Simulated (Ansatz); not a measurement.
HfIn4SiO6:

```
Hf In Si O
1.0
     2.71585   -4.70357    0.00833
     2.71585    4.70357    0.00833
    -1.87915    0.00000    7.40127
Hf In Si O
1 4 1 6
Direct
  0.78835 0.21165 0.00000
  0.62175 0.37825 0.50000
  0.45502 0.54498 0.00000
  0.28407 0.71593 0.50000
  0.95814 0.04186 0.50000
  0.12168 0.87832 0.00000
  0.06219 0.11415 0.86666
  0.88585 0.93781 0.13334
  0.79490 0.53784 0.86663
  0.46216 0.20510 0.13337
  0.15352 0.62879 0.13333
  0.37121 0.84648 0.86667
```

The cell was built by a generator and needn't be a form met in nature.

A run of Ansatz 0.2.0 on this cell left the log below. Logs are shortened: lines on timing, memory, paths and dates and some standing lists are left out, and cuts for length are marked.

```text
Warning: RAYON_NUM_THREADS=8 ignored (pool sized by the plan → 8); use --threads N
Engine: ansatz 0.2.0, x86_64-unknown-linux-gnu
Pseudopotentials: kind: paw
Pseudopotential: Hf, paw, valence charge 26, recommended cutoff 500 eV (meta_gga), Hf.paw.azcp
Pseudopotential: In, paw, valence charge 13, recommended cutoff 500 eV (meta_gga), In.paw.azcp
Pseudopotential: Si, paw, valence charge 4, recommended cutoff 500 eV (meta_gga), Si.paw.azcp
Pseudopotential: O, paw, valence charge 6, recommended cutoff 500 eV (meta_gga), O.paw.azcp
Functional definition: r2SCAN
  parameter k0 = 0.174
  parameter k1 = 0.065
  parameter a1 = 4.9479
  exchange = r2scan_x(k0 = k0, k1 = k1, a1 = a1)
  correlation = r2scan_c
[... 143 lines left out ...]
  k-point 1: bands = ["-54.0601", "-22.2082", "-22.2079", "-22.1873", "-11.6751", "-10.1402", "-10.1358", "-9.4332", "-9.2030", "-9.1992", "-4.8169", "-4.8165", "-4.7955", "-4.5846", "-4.5816", "-4.0507", "-3.8465", "-3.8430", "-3.8165", "-3.8141", "-3.8010", "-3.7994", "-3.6749", "-3.6746", "-3.6617", "-3.6576", "-3.6180", "-3.6133", "-3.5843", "-3.5831", "-2.4015", "-2.3925", "-2.3924", "-2.3615", "-2.3613", "-2.3562", "-2.3511", "1.1039", "2.6155", "3.1826", "3.1865", "3.7417", "4.2081", "4.5823", "4.5836", "4.7956", "5.3387", "5.3450", "6.5687", "6.6159", "6.8996", "7.0276", "7.0480", "7.4784", "7.5099", "7.5490", "10.9024", "11.1702", "11.2718", "11.4066", "11.4460", "11.5253", "11.5472", "13.4171", "14.0102", "14.0293", "14.1314", "15.8520", "17.5237", "17.7430", "18.3183"]
  k-point 2: bands = ["-54.0601", "-22.2133", "-22.2090", "-22.1870", "-11.4641", "-10.2353", "-10.0313", "-9.5661", "-9.3812", "-9.1761", "-4.8219", "-4.8128", "-4.7947", "-4.5824", "-4.5771", "-3.9940", "-3.9841", "-3.8826", "-3.8741", "-3.8529", "-3.8470", "-3.7389", "-3.7303", "-3.7214", "-3.7049", "-3.6477", "-3.5988", "-3.5693", "-3.4396", "-3.4241", "-2.4019", "-2.3943", "-2.3929", "-2.3724", "-2.3649", "-2.3516", "-2.3436", "1.2639", "2.6976", "3.3586", "3.4027", "3.6013", "3.7431", "4.5829", "4.8875", "5.2048", "5.7366", "5.8138", "6.1646", "6.2480", "6.6320", "6.8021", "6.9284", "7.1811", "7.2514", "7.5833", "8.4175", "9.6655", "10.1894", "12.6011", "13.0822", "13.3342", "13.7148", "13.8881", "14.0454", "14.3069", "15.5841", "15.7475", "16.6386", "17.0078", "17.7366"]
  k-point 16: bands = ["-54.0601", "-22.2189", "-22.2096", "-22.1867", "-11.1763", "-10.3554", "-9.9193", "-9.6318", "-9.6138", "-9.2417", "-4.8276", "-4.8145", "-4.7880", "-4.5827", "-4.5627", "-4.1423", "-3.9159", "-3.9111", "-3.8977", "-3.8685", "-3.8409", "-3.7830", "-3.7707", "-3.6543", "-3.6512", "-3.6376", "-3.5495", "-3.5268", "-3.4937", "-3.3099", "-2.4025", "-2.3973", "-2.3933", "-2.3809", "-2.3677", "-2.3473", "-2.3357", "1.5399", "3.0190", "3.1263", "3.4740", "3.6584", "4.1667", "4.4205", "4.8547", "5.1656", "5.4267", "5.4667", "6.0041", "6.0783", "6.4100", "6.5515", "6.7832", "7.2807", "7.5513", "7.7678", "7.9671", "9.0599", "9.8821", "12.8318", "13.3354", "13.7805", "13.9164", "14.1352", "14.7546", "16.2511", "16.4849", "16.6857", "17.0077", "17.2788", "17.4710"]
--- Relaxed structure (5 steps of the walk, 5 accepted, 1 SCFs on fresh bases) ---
  F+E_penalty+E_count = -42238.83101987 eV   max|allowed force component| = 7.654e-3 eV/Å   (the final SCF, on the basis selected at the relaxed cell)
  cell:  # Å, volume = 181.3898 Å³
    - [2.6830790638685373, -4.647763568010773, 0.010081370973562763]
    - [2.6830790638685373, 4.647763568010773, 0.010081370973562724]
    - [-1.8512870958487293, -3.005716690051792e-17, 7.265904554347014]
  atoms:
    - { symbol: Hf, position: [0.7882482057940072, 0.2117517942059929, 0.0] }
    - { symbol: In, position: [0.6212959269136277, 0.37870407308637233, 0.5] }
    - { symbol: In, position: [0.4549023566852202, 0.5450976433147801, 2.168404344971009e-19] }
    - { symbol: In, position: [0.2854761903365765, 0.7145238096634235, 0.5] }
    - { symbol: In, position: [0.9578963640341174, 0.04210363596588271, 0.5] }
    - { symbol: Si, position: [0.1215771882708391, 0.878422811729161, 2.168404344971009e-19] }
    - { symbol: O, position: [0.06294507411886335, 0.11410921950782416, 0.8655491498916632] }
    - { symbol: O, position: [0.8858907804921757, 0.9370549258811366, 0.1344508501083367] }
    - { symbol: O, position: [0.7944385846448985, 0.5384591500676441, 0.8655683874421335] }
    - { symbol: O, position: [0.4615408499323559, 0.20556141535510156, 0.13443161255786637] }
    - { symbol: O, position: [0.15451407857405228, 0.6298855997967334, 0.13435797532436175] }
    - { symbol: O, position: [0.3701144002032666, 0.8454859214259478, 0.8656420246756383] }
```

Task: Write the input and the command behind it.

Result: Relaxation of cell and atoms with r2SCAN, no spin polarisation. The files as run (others can give the same):

input.yaml
```yaml
crystal:
  lattice:
    - [2.71585, -4.70357, 0.00833]
    - [2.71585, 4.70357, 0.00833]
    - [-1.87915, 0.0, 7.40127]
  atoms:
    - { symbol: Hf, position: [0.78835, 0.21165, 0.0] }
    - { symbol: In, position: [0.62175, 0.37825, 0.5] }
    - { symbol: In, position: [0.45502, 0.54498, 0.0] }
    - { symbol: In, position: [0.28407, 0.71593, 0.5] }
    - { symbol: In, position: [0.95814, 0.04186, 0.5] }
    - { symbol: Si, position: [0.12168, 0.87832, 0.0] }
    - { symbol: O, position: [0.06219, 0.11415, 0.86666] }
    - { symbol: O, position: [0.88585, 0.93781, 0.13334] }
    - { symbol: O, position: [0.7949, 0.53784, 0.86663] }
    - { symbol: O, position: [0.46216, 0.2051, 0.13337] }
    - { symbol: O, position: [0.15352, 0.62879, 0.13333] }
    - { symbol: O, position: [0.37121, 0.84648, 0.86667] }
hamiltonian:
  xc: r2scan
  pseudopotentials: { kind: paw }
kpoints:
  mp_grid: { grid: [4, 4, 3] }
scf:
  occupations: { method: fermi_dirac, width: 0.05 }
output:
  forces: true
  stress: true
  eigenvalues: true
  write_density: true
  write_potential: true
  elf: true
  volumetric_format: npy
relax:
  f_tol: 0.01
  max_steps: 40
  cell: { stress_tol: 0.05 }
```

Potentials or basis: Ansatz PAW.
Run with:
```console
$ ansatz run input.yaml --threads 8 --pin off --max-ram 20480MiB --backend cpu --events-out ev --progress --plain --runs-dir out
```

Caveat: the plane-wave basis is chosen anew once the cell has moved, so the energies of steps on either side of that aren't comparable; the PAW data sets come from PBE, with cores solved anew for the run's functional, which leaves a small shift of forces and pressure.
